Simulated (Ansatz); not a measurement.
# Fe: the cost of one run

Method: DFT PBEsol, scalar-relativistic, plane waves, PAW, in Ansatz 0.2.0.

This is Fe in the hcp structure; at room conditions it is bcc.

1 further run of the same task is left out (set aside as unsound or not needed).

## (1) The starting structure

It takes space group P6_3/mmc (No. 194, hexagonal). The conventional cell has a = 2.429 Å, b = 2.429 Å, c = 3.842 Å, α = 90.00°, β = 90.00°, γ = 120.00°. Fe (site symmetry -6m2) has 12 Fe at 2.38 to 2.43 Å as nearest neighbours.

Coordinates:

```xyz
2
Lattice="2.4289 0.0000 0.0000 -1.2145 2.1035 0.0000 0.0000 0.0000 3.8416" Properties=species:S:1:pos:R:3 pbc="T T T"
Fe    0.0000    1.4023    0.9604
Fe    1.2145    0.7012    2.8812
```

It goes back to an entry of the Materials Project, which need not be the stable form.

It is the result of an earlier relaxation at this level (volume 9.81 Å³/atom; gap on the mesh: none (metal)).

## (2) Electronic structure at the relaxed geometry

input.yaml

```yaml
crystal:
  lattice:
    - [2.4289325968, 0.0, 0.0]
    - [-1.2144662984, 2.1035173329, 0.0]
    - [0.0, 0.0, 3.841631213]
  atoms:
    - { symbol: Fe, position: [0.3333333333, 0.6666666667, 0.25] }
    - { symbol: Fe, position: [0.6666666667, 0.3333333333, 0.75] }
basis:
  ecutwfc: 420
kpoints:
  mp_grid: { grid: [18, 18, 12] }
  band_path:
    path:
      - [[0.0, 0.0, 0.0], [0.5, 0.0, 0.0], [0.33333333, 0.33333333, 0.0], [0.0, 0.0, 0.0], [0.0, 0.0, 0.5], [0.5, 0.0, 0.5], [0.33333333, 0.33333333, 0.5], [0.0, 0.0, 0.5]]
      - [[0.5, 0.0, 0.5], [0.5, 0.0, 0.0]]
      - [[0.33333333, 0.33333333, 0.5], [0.33333333, 0.33333333, 0.0]]
    npoints: 14
hamiltonian:
  xc: pbesol
scf:
  occupations: { method: gaussian, width: 0.1 }
  n_extra_bands: 6
output:
  forces: true
  stress: true
  eigenvalues: true
  populations: true
  dos: { projected: true, de: 0.02, nscf_kmesh: { grid: [27, 27, 18] } }
  bader: true
  write_density: true
  write_potential: true
  elf: true
  volumetric_format: npy
```

On the command line:

```bash
ansatz run input.yaml --threads 1 --pin off --max-ram 2560MiB --backend cpu --events-out ev --progress --plain --runs-dir out
```

What time and memory should one allow on 1 thread of Intel Xeon at 2.50GHz (Skylake/Cascade Lake), shared host?

About 73 s, with a peak of 0.46 GiB.
